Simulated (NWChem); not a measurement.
**CH6B2N (SMILES B[N]BC) at 4 levels**

We compute a comparison of 4 runs (UHF/STO-3G, UHF/3-21G, UB3LYP/6-31G*) of CH6B2N. 

The calculation is run with NWChem 7.3.0.

## Step 1: The molecule

The species is CH6B2N (10 atoms), meant as a doublet with charge 0. As SMILES, `B[N]BC`. The coordinates come from a GFN2-xTB relaxation. This is one conformer, not always the lowest.

Bond lengths: B1–N2 1.338 Å, N2–B3 1.341 Å, B3–C4 1.606 Å, B1–H5 1.179 Å, B1–H6 1.181 Å, B3–H7 1.180 Å, C4–H8 1.088 Å, C4–H9 1.087 Å, C4–H10 1.085 Å. Some angles: B1–N2–B3 177.2°, N2–B3–C4 122.5°, N2–B1–H5 121.0°, N2–B1–H6 120.9°, N2–B3–H7 120.6°, C4–B3–H7 116.9°, B3–C4–H8 109.0°, B3–C4–H9 110.4°, B3–C4–H10 112.5°, H5–B1–H6 118.1°.

## Step 2: Energy and gradient at UHF/STO-3G (run 1)

Contents of run.py:

```python
from ase import Atoms
from ase.calculators.nwchem import NWChem

system = Atoms(['B', 'N', 'B', 'C', 'H', 'H', 'H', 'H', 'H', 'H'], positions=[
    [-0.413380, 1.577520, -1.397930],
    [0.186720, 0.628670, -0.670930],
    [0.737430, -0.321090, 0.099520],
    [-0.116220, -1.172620, 1.160980],
    [-0.097280, 1.776090, -2.516770],
    [-1.269180, 2.246030, -0.934930],
    [1.888070, -0.569640, 0.017250],
    [-0.061790, -2.225740, 0.894690],
    [0.304350, -1.066160, 2.157320],
    [-1.158710, -0.873070, 1.190810],
])

calc = NWChem(
    label='m1',
    theory='scf',
    memory='2200 mb',
    basis='STO-3G',
    basispar='spherical bse',
    scf={'nopen': '1', 'uhf': None, 'thresh': '1e-08', 'maxiter': '80'},
)
system.calc = calc

forces = system.get_forces()
e = system.get_potential_energy()
print(f"E = {e:.6f} eV")
print("forces (eV/A):")
for s, f in zip(system.symbols, forces):
    print(f"{s:2s} {f[0]:10.5f} {f[1]:10.5f} {f[2]:10.5f}")
```

On the command line:

```
export ASE_NWCHEM_COMMAND="nwchem PREFIX.nwi > PREFIX.nwo"
python run.py
```

Log:

```text
E = -3902.530521 eV
forces (eV/A):
B    -1.46147    2.38963   -1.80368
N    -0.02016    0.23459   -0.27567
B     1.41174   -2.72928    2.32474
C     0.21520    0.61933   -0.35692
H     0.10619   -0.03852    0.57217
H     0.23814   -0.54739   -0.16717
H    -0.48707    0.12372   -0.31547
H    -0.01424    0.08906    0.02412
H    -0.02962   -0.03913   -0.06196
H     0.04124   -0.10207    0.05986
```

The calculator wrote m1.nwi:

```
title "m1"

permanent_dir m1

scratch_dir m1

start m1

geometry units angstrom nocenter noautosym noautoz
  B  -4.1338000000000003e-01 1.5775200000000000e+00 -1.3979299999999999e+00
  N  1.8672000000000000e-01 6.2866999999999995e-01 -6.7093000000000003e-01
  B  7.3743000000000003e-01 -3.2108999999999999e-01 9.9519999999999997e-02
  C  -1.1622000000000000e-01 -1.1726200000000000e+00 1.1609799999999999e+00
  H  -9.7280000000000005e-02 1.7760899999999999e+00 -2.5167700000000002e+00
  H  -1.2691800000000000e+00 2.2460300000000002e+00 -9.3493000000000004e-01
  H  1.8880699999999999e+00 -5.6964000000000004e-01 1.7250000000000001e-02
  H  -6.1789999999999998e-02 -2.2257400000000001e+00 8.9468999999999999e-01
  H  3.0435000000000001e-01 -1.0661600000000000e+00 2.1573199999999999e+00
  H  -1.1587099999999999e+00 -8.7307000000000001e-01 1.1908099999999999e+00
end

memory 2200 mb

basis spherical bse noprint
   * library STO-3G
end

scf
  nopen 1
  uhf
  thresh 1e-08
  maxiter 80
end

task scf gradient
```

m1.nwo:

```text
Northwest Computational Chemistry Package (NWChem) 7.3.0
             --------------------------------------------------------

           Job information
           ---------------

    nwchem branch   = 7.3.0
    use scalapack   = T
    input           = m1.nwi
    prefix          = m1.
    data base       = m1/m1.db
    status          = startup
    nproc           =        1

           Memory information
           ------------------

[... 5 lines left out ...]
    hardfail = no
[... 128 lines left out ...]
 1-e energy   =    -377.020779
[... 9 lines left out ...]
 Convergence threshold     :          1.000E-08
[... 17 lines left out ...]
      One electron energy =   -376.913946979201
[... 9 lines left out ...]
          Final alpha eigenvalues
[... 226 lines left out ...]
                     UHF Final Beta Molecular Orbital Analysis
[... 250 lines left out ...]
                 ----------------------------------------
                 |  Time  |  1-e(secs)   |  2-e(secs)   |
                 ----------------------------------------
                 |  CPU   |       0.00   |       0.18   |
                 ----------------------------------------
                 |  WALL  |       0.00   |       0.18   |
                 ----------------------------------------

 Task  times  cpu:        1.9s     wall:        1.9s
 Total times  cpu:        1.9s     wall:        1.9s
```

Wall time 3 s (1 thread of AMD EPYC 9R45 (Zen 5), shared host); peak memory 0.098 GiB.

## Step 3: Energy and gradient at UHF/3-21G (run 2)

Contents of input.xyz:

```xyz
10
CH6B2N
B     -0.413380     1.577520    -1.397930
N      0.186720     0.628670    -0.670930
B      0.737430    -0.321090     0.099520
C     -0.116220    -1.172620     1.160980
H     -0.097280     1.776090    -2.516770
H     -1.269180     2.246030    -0.934930
H      1.888070    -0.569640     0.017250
H     -0.061790    -2.225740     0.894690
H      0.304350    -1.066160     2.157320
H     -1.158710    -0.873070     1.190810
```

Contents of run.py:

```python
from ase.io import read
from ase.calculators.nwchem import NWChem

mol = read('input.xyz')

calc = NWChem(
    label='input',
    theory='scf',
    memory='2200 mb',
    basis='3-21G',
    basispar='spherical bse',
    scf={'nopen': '1', 'uhf': None, 'thresh': '1e-08', 'maxiter': '80'},
)
mol.calc = calc

forces = mol.get_forces()
print(f"energy = {mol.get_potential_energy():.6f} eV")
print("forces (eV/A):")
for s, f in zip(mol.symbols, forces):
    print(f"{s:2s} {f[0]:10.5f} {f[1]:10.5f} {f[2]:10.5f}")
```

On the command line:

```
export ASE_NWCHEM_COMMAND="nwchem PREFIX.nwi > PREFIX.nwo"
python run.py
```

Log:

```text
energy = -3929.016393 eV
forces (eV/A):
B    -1.23439    2.05467   -1.57501
N     0.01656    0.23119   -0.27562
B     0.87675   -2.68917    2.38022
C     0.06983    0.55212   -0.20548
H     0.28102    0.14120   -0.25043
H    -0.38752   -0.01311    0.12727
H     0.35306   -0.08192   -0.31769
H     0.02036   -0.04062    0.01193
H     0.02016   -0.06952    0.04587
H    -0.01589   -0.08485    0.05888
```

The calculator wrote input.nwi:

```
title "input"

permanent_dir input

scratch_dir input

start input

geometry units angstrom nocenter noautosym noautoz
  B  -4.1338000000000003e-01 1.5775200000000000e+00 -1.3979299999999999e+00
  N  1.8672000000000000e-01 6.2866999999999995e-01 -6.7093000000000003e-01
  B  7.3743000000000003e-01 -3.2108999999999999e-01 9.9519999999999997e-02
  C  -1.1622000000000000e-01 -1.1726200000000000e+00 1.1609799999999999e+00
  H  -9.7280000000000005e-02 1.7760899999999999e+00 -2.5167700000000002e+00
  H  -1.2691800000000000e+00 2.2460300000000002e+00 -9.3493000000000004e-01
  H  1.8880699999999999e+00 -5.6964000000000004e-01 1.7250000000000001e-02
  H  -6.1789999999999998e-02 -2.2257400000000001e+00 8.9468999999999999e-01
  H  3.0435000000000001e-01 -1.0661600000000000e+00 2.1573199999999999e+00
  H  -1.1587099999999999e+00 -8.7307000000000001e-01 1.1908099999999999e+00
end

memory 2200 mb

basis spherical bse noprint
   * library 3-21G
end

scf
  nopen 1
  uhf
  thresh 1e-08
  maxiter 80
end

task scf gradient
```

input.nwo:

```text
Northwest Computational Chemistry Package (NWChem) 7.3.0
             --------------------------------------------------------

           Job information
           ---------------

    nwchem branch   = 7.3.0
    use scalapack   = T
    input           = input.nwi
    prefix          = input.
    data base       = input/input.db
    status          = startup
    nproc           =        1

           Memory information
           ------------------

[... 5 lines left out ...]
    hardfail = no
[... 128 lines left out ...]
 1-e energy   =    -373.938524
[... 9 lines left out ...]
 Convergence threshold     :          1.000E-08
[... 17 lines left out ...]
      One electron energy =   -376.676502002504
[... 9 lines left out ...]
          Final alpha eigenvalues
[... 240 lines left out ...]
                     UHF Final Beta Molecular Orbital Analysis
[... 260 lines left out ...]
                 ----------------------------------------
                 |  Time  |  1-e(secs)   |  2-e(secs)   |
                 ----------------------------------------
                 |  CPU   |       0.00   |       0.25   |
                 ----------------------------------------
                 |  WALL  |       0.00   |       0.25   |
                 ----------------------------------------

 Task  times  cpu:        2.4s     wall:        2.4s
 Total times  cpu:        2.4s     wall:        2.4s
```

Run time: 3.6 s. Hardware: 1 thread of AMD EPYC 9R45 (Zen 5), shared host; peak memory 0.099 GiB.

## Step 4: Energy and gradient at UB3LYP/6-31G(d) (spherical functions) (run 3)

Contents of sp.xyz:

```xyz
10
CH6B2N B3LYP
B     -0.413380     1.577520    -1.397930
N      0.186720     0.628670    -0.670930
B      0.737430    -0.321090     0.099520
C     -0.116220    -1.172620     1.160980
H     -0.097280     1.776090    -2.516770
H     -1.269180     2.246030    -0.934930
H      1.888070    -0.569640     0.017250
H     -0.061790    -2.225740     0.894690
H      0.304350    -1.066160     2.157320
H     -1.158710    -0.873070     1.190810
```

Contents of run.py:

```python
from ase.io import read
from ase.calculators.nwchem import NWChem

atoms = read('sp.xyz')

calc = NWChem(
    label='sp',
    theory='dft',
    memory='2200 mb',
    basis='6-31G*',
    basispar='spherical bse',
    dft={'xc': 'b3lyp', 'mult': '2', 'grid': 'xfine', 'convergence': 'energy 1e-08', 'iterations': '100', 'mulliken': None},
)
atoms.calc = calc

forces = atoms.get_forces()
print(f"energy = {atoms.get_potential_energy():.6f} eV")
print("forces (eV/A):")
for s, f in zip(atoms.symbols, forces):
    print(f"{s:2s} {f[0]:10.5f} {f[1]:10.5f} {f[2]:10.5f}")
```

On the command line:

```
export ASE_NWCHEM_COMMAND="nwchem PREFIX.nwi > PREFIX.nwo"
python run.py
```

Log:

```text
energy = -3977.613724 eV
forces (eV/A):
B    -0.28426    0.54631   -0.43287
N    -0.04129    0.20219   -0.18784
B    -0.09050   -1.27259    1.25598
C     0.10094    0.56281   -0.33327
H     0.27907    0.16069   -0.56652
H    -0.54569    0.23556    0.24677
H     0.63069   -0.11704   -0.24184
H     0.08351   -0.34196   -0.08932
H     0.18527   -0.01702    0.30946
H    -0.31769    0.04098    0.03939
```

The calculator wrote sp.nwi:

```
title "sp"

permanent_dir sp

scratch_dir sp

start sp

geometry units angstrom nocenter noautosym noautoz
  B  -4.1338000000000003e-01 1.5775200000000000e+00 -1.3979299999999999e+00
  N  1.8672000000000000e-01 6.2866999999999995e-01 -6.7093000000000003e-01
  B  7.3743000000000003e-01 -3.2108999999999999e-01 9.9519999999999997e-02
  C  -1.1622000000000000e-01 -1.1726200000000000e+00 1.1609799999999999e+00
  H  -9.7280000000000005e-02 1.7760899999999999e+00 -2.5167700000000002e+00
  H  -1.2691800000000000e+00 2.2460300000000002e+00 -9.3493000000000004e-01
  H  1.8880699999999999e+00 -5.6964000000000004e-01 1.7250000000000001e-02
  H  -6.1789999999999998e-02 -2.2257400000000001e+00 8.9468999999999999e-01
  H  3.0435000000000001e-01 -1.0661600000000000e+00 2.1573199999999999e+00
  H  -1.1587099999999999e+00 -8.7307000000000001e-01 1.1908099999999999e+00
end

memory 2200 mb

basis spherical bse noprint
   * library 6-31G*
end

dft
  xc b3lyp
  mult 2
  grid xfine
  convergence energy 1e-08
  iterations 100
  mulliken
end

task dft gradient
```

sp.nwo:

```text
Northwest Computational Chemistry Package (NWChem) 7.3.0
             --------------------------------------------------------

           Job information
           ---------------

    nwchem branch   = 7.3.0
    use scalapack   = T
    input           = sp.nwi
    prefix          = sp.
    data base       = sp/sp.db
    status          = startup
    nproc           =        1

           Memory information
           ------------------

[... 5 lines left out ...]
    hardfail = no
[... 125 lines left out ...]
          Convergence on energy requested:  1.00D-08
[... 30 lines left out ...]
          total energy or number of iterations.
[... 82 lines left out ...]
      One electron energy =     -378.454345996119
[... 1085 lines left out ...]
          Convergence on energy requested:  1.00D-08
[... 30 lines left out ...]
          total energy or number of iterations.
[... 36 lines left out ...]
                 ----------------------------------------
                 |  Time  |  1-e(secs)   |  2-e(secs)   |
                 ----------------------------------------
                 |  CPU   |       0.00   |       1.24   |
                 ----------------------------------------
                 |  WALL  |       0.00   |       1.24   |
                 ----------------------------------------

 Task  times  cpu:       45.4s     wall:       45.4s
 Total times  cpu:       45.5s     wall:       45.5s
```

Run time: 47 s. Hardware: 1 thread of AMD EPYC 9R45 (Zen 5), shared host; peak memory 0.15 GiB.

## Step 5: Energy and forces at UB3LYP/6-31G(d) (Cartesian functions) (run 4)

Contents of job.nw:

```
start job
memory total 2200 mb
charge 0

geometry units angstroms noautosym nocenter noautoz
  B     -0.413380     1.577520    -1.397930
  N      0.186720     0.628670    -0.670930
  B      0.737430    -0.321090     0.099520
  C     -0.116220    -1.172620     1.160980
  H     -0.097280     1.776090    -2.516770
  H     -1.269180     2.246030    -0.934930
  H      1.888070    -0.569640     0.017250
  H     -0.061790    -2.225740     0.894690
  H      0.304350    -1.066160     2.157320
  H     -1.158710    -0.873070     1.190810
end

basis "ao basis" cartesian
  * library 6-31G*
end

dft
  xc b3lyp
  mult 2
  grid xfine
  convergence energy 1e-08
  maxiter 100
  mulliken
end

task dft gradient
```

On the command line:

```
nwchem job.nw > job.out
```

Log:

```text
[...]
          Wavefunction type:  spin polarized.
          No. of atoms     :    10
          No. of electrons :    29
[...]
          Charge           :     0
          Spin multiplicity:     2
[...]
          AO basis - number of functions:    72
[...]
              XC Information
              --------------
                         B3LYP Method XC Potential
                     Hartree-Fock (Exact) Exchange  0.200
                        Slater Exchange Functional  0.800 local
                    Becke 1988 Exchange Functional  0.720 non-local
              Lee-Yang-Parr Correlation Functional  0.810
                  VWN I RPA Correlation Functional  0.190 local
[...]
 d= 0,ls=0.0,diis     1   -146.1094055215 -2.39D+02  6.35D-03  1.19D-01     3.6
[...]
 d= 0,ls=0.0,diis    12   -146.1773368582 -4.63D-09  1.67D-07  1.75D-10    44.9
[...]
         Total DFT energy =     -146.177336858244
      One electron energy =     -378.422559613369
           Coulomb energy =      162.359793056081
    Exchange-Corr. energy =      -22.741955502963
 Nuclear repulsion energy =       92.627385202008
[...]
      <S2> =      0.7561 (Exact =     0.7500)
[...]
  wavefunction    = open shell
[...]
```

It took 52 s on 1 thread of AMD EPYC 9R45 (Zen 5), shared host; peak memory 0.15 GiB.

## Step 6: All runs side by side

```
run                                level  iteration cap  module  energy (Eh)  dipole moment (D)  HOMO energy (eV)  LUMO energy (eV)  wall time
  1                           UHF/STO-3G             80     scf  -143.415353               0.34             -9.43              4.51        3 s
  2                            UHF/3-21G             80     scf  -144.388690               0.44            -10.83              1.19      3.6 s
  3  UB3LYP/6-31G* (spherical functions)            100     dft  -146.174609               0.71             -6.83             -3.64       47 s
  4  UB3LYP/6-31G* (Cartesian functions)            100     dft  -146.177337               0.70             -6.83             -3.63       52 s
```

## Step 7: Results

```
                                 quantity          value
                      run 4: total energy  -146.17734 Eh
                     run 4: dipole moment         0.70 D
run 4: HOMO energy (highest over α and β)       -6.83 eV
 run 4: LUMO energy (lowest over α and β)       -3.63 eV
                              run 4: ⟨S²⟩          0.756
          run 4: largest force on an atom     1.784 eV/Å
```

What this shows: The dipole moment (its size) runs from 0.34 D (UHF/STO-3G) to 0.71 D (UB3LYP/6-31G*). The two ends differ in method and basis. In run 1 the basis is minimal, so the values are rough. All runs together took 1.7 min, the longest 52 s.
